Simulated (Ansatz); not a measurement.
# Ta3AsAu2O13 (P1) in Ansatz: convergence with wavefunction cutoff

Aim: find how far wavefunction cutoff must go before the results for Ta3AsAu2O13 settle, at PBE. This setting moves, with any that are tied to it; all else stays.

All numbers are computed with Ansatz 0.2.0; they aren't measurements. Logs are shortened: lines on timing, memory, paths and dates and some standing lists are left out, and cuts for length are marked.

### 1 The crystal as given

The typed cell holds 19 atoms: a = 5.724 Å, b = 6.389 Å, c = 8.473 Å, α = 80.92°, β = 88.19°, γ = 78.31°.

The cell was built by a generator and needn't be a form met in nature.

### 2 With wavefunction cutoff 200 eV

The input, input.yaml:

```yaml
crystal:
  lattice:
    - [5.72385, -0.00745, -0.00403]
    - [1.30279, 6.25499, 0.00561]
    - [0.27574, 1.30074, 8.36754]
  atoms:
    - { symbol: Ta, position: [0.21713, 0.30521, 0.58431] }
    - { symbol: Ta, position: [0.03325, 0.11123, 0.99855] }
    - { symbol: Ta, position: [0.58248, 0.62145, 0.50482] }
    - { symbol: As, position: [0.58707, 0.89691, 0.83049] }
    - { symbol: Au, position: [0.58004, 0.09228, 0.18613] }
    - { symbol: Au, position: [0.04485, 0.82077, 0.44682] }
    - { symbol: O, position: [0.66201, 0.69726, 0.71088] }
    - { symbol: O, position: [0.51632, 0.13418, 0.69625] }
    - { symbol: O, position: [0.85098, 0.88773, 0.91932] }
    - { symbol: O, position: [0.34466, 0.87003, 0.94651] }
    - { symbol: O, position: [0.73015, 0.2924, 0.03095] }
    - { symbol: O, position: [0.24622, 0.21809, 0.11075] }
    - { symbol: O, position: [0.129, 0.09398, 0.49104] }
    - { symbol: O, position: [0.48032, 0.38887, 0.43499] }
    - { symbol: O, position: [0.05966, 0.26685, 0.78594] }
    - { symbol: O, position: [0.9333, 0.5324, 0.45645] }
    - { symbol: O, position: [0.49975, 0.85161, 0.34971] }
    - { symbol: O, position: [0.25256, 0.62988, 0.62473] }
    - { symbol: O, position: [0.91878, 0.95175, 0.22636] }
hamiltonian:
  xc: pbe
  pseudopotentials: { kind: paw }
kpoints:
  mp_grid: { grid: [3, 3, 2] }
scf:
  occupations: { method: fermi_dirac, width: 0.05 }
output:
  forces: true
  stress: true
  eigenvalues: true
basis:
  ecutwfc: "200 eV"
```

Potentials or basis: Ansatz PAW.

Command:

```
$ ansatz run input.yaml --threads 8 --pin off --max-ram 20480MiB --backend cpu --events-out ev --progress --plain --runs-dir out
```

It took 3.3 s on 8 threads of Arm Neoverse V1, shared host; peak memory 0.68 GiB.

Results:

```
Free energy            : -68218.6283 eV
Pressure               : 6.1 GPa
Largest force          : 1.541 eV/Å
Band gap on the k mesh : 1.52 eV, direct
```

### 3 With wavefunction cutoff 250 eV

Edit input.yaml of step 2 so:

```diff
@@ -37,2 +37,2 @@
 basis:
-  ecutwfc: "200 eV"
+  ecutwfc: "250 eV"
```

Potentials or basis: Ansatz PAW.

Command:

```
$ ansatz run input.yaml --threads 8 --pin off --max-ram 20480MiB --backend cpu --events-out ev --progress --plain --runs-dir out
```

It took 3.7 s on 8 threads of Arm Neoverse V1, shared host; peak memory 0.82 GiB.

Results:

```
Free energy            : -68300.2981 eV
Pressure               : -0.6 GPa
Largest force          : 0.754 eV/Å
Band gap on the k mesh : 1.27 eV, indirect (least direct gap 1.33 eV)
```

### 4 With wavefunction cutoff 300 eV

Edit input.yaml of step 3 so:

```diff
@@ -37,2 +37,2 @@
 basis:
-  ecutwfc: "250 eV"
+  ecutwfc: "300 eV"
```

Command:

```
$ ansatz run input.yaml --threads 8 --pin off --max-ram 20480MiB --backend cpu --events-out ev --progress --plain --runs-dir out
```

It took 4.2 s on 8 threads of Arm Neoverse V1, shared host; peak memory 0.98 GiB.

Results:

| Quantity | Value |
| --- | --- |
| Free energy | -68321.4188 eV |
| Pressure | -0.1 GPa |
| Largest force | 0.344 eV/Å |
| Band gap on the k mesh | 1.30 eV, indirect (least direct gap 1.36 eV) |

### 5 With wavefunction cutoff 350 eV

Edit input.yaml of step 4 so:

```diff
@@ -37,2 +37,2 @@
 basis:
-  ecutwfc: "300 eV"
+  ecutwfc: "350 eV"
```

Command:

```
$ ansatz run input.yaml --threads 8 --pin off --max-ram 20480MiB --backend cpu --events-out ev --progress --plain --runs-dir out
```

It took 5.2 s on 8 threads of Arm Neoverse V1, shared host; peak memory 1.2 GiB.

What came out:

| Quantity | Value |
| --- | --- |
| Free energy | -68326.5393 eV |
| Pressure | 0.0 GPa |
| Largest force | 0.075 eV/Å |
| Band gap on the k mesh | 1.32 eV, indirect (least direct gap 1.37 eV) |

### 6 With wavefunction cutoff 400 eV

Edit input.yaml of step 5 so:

```diff
@@ -37,2 +37,2 @@
 basis:
-  ecutwfc: "350 eV"
+  ecutwfc: "400 eV"
```

Potentials or basis: Ansatz PAW.

Command:

```
$ ansatz run input.yaml --threads 8 --pin off --max-ram 20480MiB --backend cpu --events-out ev --progress --plain --runs-dir out
```

Run time: 6.1 s. Hardware: 8 threads of Arm Neoverse V1, shared host; peak memory 1.3 GiB.

The run converged. Its results:

```
Free energy            : -68327.6154 eV
Pressure               : 0.0 GPa
Largest force          : 0.012 eV/Å
Band gap on the k mesh : 1.32 eV, indirect (least direct gap 1.38 eV)
```

### 7 With wavefunction cutoff 450 eV

Edit input.yaml of step 6 so:

```diff
@@ -37,2 +37,2 @@
 basis:
-  ecutwfc: "400 eV"
+  ecutwfc: "450 eV"
```

Command:

```
$ ansatz run input.yaml --threads 8 --pin off --max-ram 20480MiB --backend cpu --events-out ev --progress --plain --runs-dir out
```

Run time: 6.9 s. Hardware: 8 threads of Arm Neoverse V1, shared host; peak memory 1.5 GiB.

Results (log left out):

* Free energy: -68327.7879 eV
* Pressure: 0.0 GPa
* Largest force: 0.012 eV/Å
* Band gap on the k mesh: 1.32 eV, indirect (least direct gap 1.38 eV)

### 8 With wavefunction cutoff 500 eV

Edit input.yaml of step 7 so:

```diff
@@ -37,2 +37,2 @@
 basis:
-  ecutwfc: "450 eV"
+  ecutwfc: "500 eV"
```

Command:

```
$ ansatz run input.yaml --threads 8 --pin off --max-ram 20480MiB --backend cpu --events-out ev --progress --plain --runs-dir out
```

Wall time 7.8 s (8 threads of Arm Neoverse V1, shared host); peak memory 1.7 GiB.

The run converged. Its results:

* Free energy: -68327.8040 eV
* Pressure: 0.0 GPa
* Largest force: 0.012 eV/Å
* Band gap on the k mesh: 1.32 eV, indirect (least direct gap 1.38 eV)

### 9 With wavefunction cutoff 600 eV

Edit input.yaml of step 8 so:

```diff
@@ -37,2 +37,2 @@
 basis:
-  ecutwfc: "500 eV"
+  ecutwfc: "600 eV"
```

Potentials or basis: Ansatz PAW.

Command:

```
$ ansatz run input.yaml --threads 8 --pin off --max-ram 20480MiB --backend cpu --events-out ev --progress --plain --runs-dir out
```

Run time: 11 s. Hardware: 8 threads of Arm Neoverse V1, shared host; peak memory 2.1 GiB.

It converged, with:

* Free energy: -68327.8145 eV
* Pressure: 0.0 GPa
* Largest force: 0.013 eV/Å
* Band gap on the k mesh: 1.32 eV, indirect (least direct gap 1.38 eV)

### 10 With wavefunction cutoff 800 eV

Edit input.yaml of step 9 so:

```diff
@@ -37,2 +37,2 @@
 basis:
-  ecutwfc: "600 eV"
+  ecutwfc: "800 eV"
```

Potentials or basis: Ansatz PAW.

Command:

```
$ ansatz run input.yaml --threads 8 --pin off --max-ram 20480MiB --backend cpu --events-out ev --progress --plain --runs-dir out
```

The log of the run:

```text
Warning: RAYON_NUM_THREADS=8 ignored (pool sized by the plan → 8); use --threads N
Engine: ansatz 0.2.0, aarch64-unknown-linux-gnu
Pseudopotentials: kind: paw
Pseudopotential: Ta, paw, valence charge 13, recommended cutoff 420 eV (normal), Ta.paw.azcp
Pseudopotential: As, paw, valence charge 15, recommended cutoff 420 eV (normal), As.paw.azcp
Pseudopotential: Au, paw, valence charge 19, recommended cutoff 420 eV (normal), Au.paw.azcp
Pseudopotential: O, paw, valence charge 6, recommended cutoff 420 eV (normal), O.paw.azcp
Functional definition: PBE
  parameter kappa = 0.804
  parameter beta = 0.06672455060314922
  exchange = pbe_x(kappa = kappa, mu = beta*pi^2/3)
  correlation = pbe_c(beta = beta)
Crystal: 19 atoms, lattice volume = 299.619 Å³
Basis set: ecut = 800 eV, 15437 PW (Γ), exchange–correlation on 108×120×160 points (8 copies of the dense FFT grid, shifted against one another)
Bands: 104, of which v1, the nominal top of the filled ones, is band 85 counted from 1 (84 counted from 0)
Symmetry: 1 space group operations
Space group: P1 (ITA 1), of the structure as read, at distance tolerance 6.7e-5 Å
k-points: 10 of 18 (time reversal used)
[... 44 lines left out ...]
  E_aug_tail   = 0.002052  (compensation charges beyond the density's cutoff)
  E_ewald      = -11067.777708
  E_smearing   = -0.000002  (= −TS)
  E_closure    = 0.000000  (closes the sum)
  Σ components = -68327.823019   (vs F -68327.823019, Δ=0.00e0)
--- Forces (eV/Å), atoms counted from 1 ---
  atom   1  Ta     0.00262622    -0.00282876    -0.00020589
  atom   2  Ta     0.00058599     0.00314845    -0.00677439
  atom   3  Ta     0.00647052     0.01061227    -0.00289788
  atom   4  As    -0.00262521    -0.00156448     0.00982315
  atom   5  Au     0.00122791    -0.00134036    -0.00151371
  atom   6  Au    -0.00079044     0.00449740    -0.00276449
[... 11 lines left out ...]
  atom  18  O      0.00356926    -0.00441438    -0.00089382
  atom  19  O     -0.00066600    -0.00036993     0.00496765
  max |Σ_I F_I| component: 9.04e-5 eV/Å
--- Stress (GPa, compression-positive) ---
       -0.009935       0.002378      -0.004942
        0.002376       0.010229       0.015276
       -0.004943       0.015276       0.000953
  P = ⅓ Tr σ = 0.0004 GPa (0.004 kbar)
--- Band table (eV; the first three rows and the last of 10) ---
  k-point 0: bands = ["-100.0138", "-99.5850", "-62.3468", "-62.3121", "-62.0060", "-51.7017", "-51.6526", "-51.3129", "-51.2588", "-50.9001", "-50.3937", "-30.7632", "-30.7367", "-30.7048", "-30.6527", "-30.6313", "-29.1853", "-29.0662", "-28.9477", "-28.8841", "-28.8645", "-28.8189", "-28.6415", "-28.5534", "-28.5187", "-14.0457", "-12.7688", "-12.3011", "-12.1622", "-11.9311", "-11.8410", "-11.7364", "-11.6555", "-11.4584", "-11.3229", "-10.9930", "-10.9602", "-10.8012", "-3.4700", "-1.1667", "-0.9598", "-0.6867", "-0.4951", "-0.3383", "-0.1886", "0.0370", "0.2767", "0.3316", "0.6621", "0.8409", "0.9976", "1.2563", "1.3126", "1.5560", "1.6600", "1.7787", "1.9424", "2.0315", "2.1351", "2.2767", "2.3896", "2.6362", "2.7043", "2.8829", "2.9954", "3.2569", "3.3154", "3.4216", "3.5542", "3.6901", "3.7930", "3.8876", "4.0202", "4.1686", "4.2459", "4.3577", "4.4998", "4.5534", "4.6497", "4.7148", "4.8238", "4.8874", "5.1248", "5.4175", "5.5818", "7.1328", "8.0191", "8.6663", "9.1572", "9.3877", "9.7862", "9.8216", "9.8928", "10.2971", "10.3809", "10.7603", "11.0553", "11.5509", "11.6891"]
  k-point 1: bands = ["-100.0138", "-99.5850", "-62.3468", "-62.3121", "-62.0060", "-51.7017", "-51.6526", "-51.3129", "-51.2588", "-50.9001", "-50.3937", "-30.7632", "-30.7367", "-30.7048", "-30.6527", "-30.6313", "-29.1853", "-29.0662", "-28.9477", "-28.8841", "-28.8645", "-28.8188", "-28.6415", "-28.5535", "-28.5187", "-14.0410", "-12.7916", "-12.3076", "-12.1087", "-11.9277", "-11.8685", "-11.7523", "-11.6809", "-11.4195", "-11.3091", "-11.0000", "-10.9684", "-10.8019", "-3.4641", "-1.1687", "-0.9544", "-0.6956", "-0.5433", "-0.3740", "-0.1868", "0.0598", "0.2466", "0.4199", "0.6604", "0.8289", "1.0571", "1.2252", "1.4401", "1.5413", "1.6113", "1.7841", "1.8987", "1.9538", "2.0645", "2.3490", "2.4196", "2.5429", "2.8172", "2.8877", "3.0319", "3.1467", "3.3442", "3.4857", "3.6339", "3.7186", "3.8088", "3.8760", "4.0316", "4.1215", "4.2680", "4.2972", "4.3283", "4.5655", "4.5905", "4.8046", "4.8572", "4.9279", "5.1182", "5.3572", "5.5937", "7.1173", "8.0647", "8.7431", "9.0943", "9.2839", "9.7534", "9.8638", "9.9649", "10.2438", "10.6228", "10.8260", "10.9968", "11.4501", "11.6010"]
  k-point 2: bands = ["-100.0138", "-99.5850", "-62.3468", "-62.3121", "-62.0060", "-51.7017", "-51.6526", "-51.3129", "-51.2588", "-50.9001", "-50.3937", "-30.7632", "-30.7367", "-30.7048", "-30.6527", "-30.6313", "-29.1850", "-29.0664", "-28.9480", "-28.8835", "-28.8650", "-28.8188", "-28.6415", "-28.5535", "-28.5187", "-14.0242", "-12.7560", "-12.3212", "-12.1314", "-11.9427", "-11.8663", "-11.7635", "-11.6919", "-11.4070", "-11.3136", "-11.0013", "-10.9688", "-10.8036", "-3.4823", "-1.2633", "-0.9355", "-0.6651", "-0.5105", "-0.2994", "-0.1638", "0.0112", "0.3364", "0.5465", "0.6226", "0.8065", "1.0583", "1.2415", "1.3774", "1.5007", "1.6060", "1.8126", "1.9354", "2.0048", "2.1034", "2.2453", "2.3839", "2.5399", "2.7841", "2.9627", "3.1197", "3.1986", "3.3331", "3.4569", "3.5686", "3.6514", "3.8005", "3.8346", "3.9710", "4.1123", "4.2890", "4.3400", "4.3906", "4.5345", "4.6137", "4.7566", "4.8166", "4.8514", "5.1223", "5.3597", "5.5932", "6.9869", "8.0094", "8.8039", "9.1441", "9.3794", "9.7598", "9.9496", "10.1034", "10.2744", "10.5032", "10.7409", "11.1038", "11.3759", "11.6223"]
  k-point 9: bands = ["-100.0138", "-99.5850", "-62.3467", "-62.3122", "-62.0060", "-51.7017", "-51.6526", "-51.3128", "-51.2588", "-50.9001", "-50.3937", "-30.7632", "-30.7367", "-30.7047", "-30.6527", "-30.6313", "-29.1875", "-29.0619", "-28.9467", "-28.9025", "-28.8491", "-28.8196", "-28.6415", "-28.5533", "-28.5192", "-13.9935", "-12.6186", "-12.2805", "-12.1520", "-12.0030", "-11.8953", "-11.7966", "-11.7179", "-11.4315", "-11.3886", "-10.9865", "-10.9493", "-10.8347", "-3.3718", "-1.2635", "-0.8932", "-0.6358", "-0.4730", "-0.2673", "-0.1466", "0.1092", "0.2952", "0.4568", "0.5980", "0.8296", "1.0029", "1.1025", "1.3691", "1.5411", "1.6316", "1.8911", "1.9718", "2.0249", "2.1610", "2.2161", "2.3651", "2.6140", "2.7345", "2.8817", "2.9759", "3.1789", "3.2600", "3.3060", "3.4862", "3.6517", "3.8115", "3.9666", "4.0360", "4.1054", "4.2281", "4.3140", "4.4000", "4.4826", "4.6377", "4.6969", "4.8337", "4.9662", "5.0817", "5.3399", "5.6071", "7.0282", "7.8840", "8.9723", "9.3153", "9.5042", "9.7024", "9.9023", "9.9985", "10.2423", "10.7379", "10.9416", "11.1847", "11.3999", "11.7132"]
```

It took 16 s on 8 threads of Arm Neoverse V1, shared host; peak memory 3 GiB.

What came out:

```
Free energy            : -68327.8230 eV
Pressure               : 0.0 GPa
Largest force          : 0.013 eV/Å
Band gap on the k mesh : 1.32 eV, indirect (least direct gap 1.38 eV)
```

### 11 Result

```csv
wavefunction cutoff,"energy less the tightest run, at zero smearing (meV/atom)",pressure (GPa),largest force (eV/Å),gap on the mesh (eV),SCF cycles,CPU time (s),peak memory (GiB)
200 eV,5747.09,6.07,1.541,1.518,12,22,0.68
250 eV,1448.68,-0.57,0.754,1.271,12,27,0.82
300 eV,337.06,-0.05,0.344,1.296,11,30,0.98
350 eV,67.56,0.03,0.075,1.315,11,38,1.2
400 eV,10.93,0.00,0.012,1.320,11,45,1.3
450 eV,1.85,0.01,0.012,1.321,11,50,1.5
500 eV,1.00,0.01,0.012,1.322,11,59,1.7
600 eV,0.45,0.00,0.013,1.322,11,79,2.1
800 eV,0.00,0.00,0.013,1.322,11,120,3
```

Against the tightest run, the energy stays within 1 meV/atom from 500 eV on; the pressure stays within 0.1 GPa from 300 eV on; the largest force stays within 0.005 eV/Å from 400 eV on; the gap on the mesh stays within 0.01 eV from 350 eV on. The tightest run that finished is the yardstick and may itself not be fully converged.

Caveats: odd divisions of the mesh miss points on the zone boundary, where band edges often lie, so the gap on the mesh can be too wide; spin-orbit coupling is left out, which moves the levels of the heavy elements.
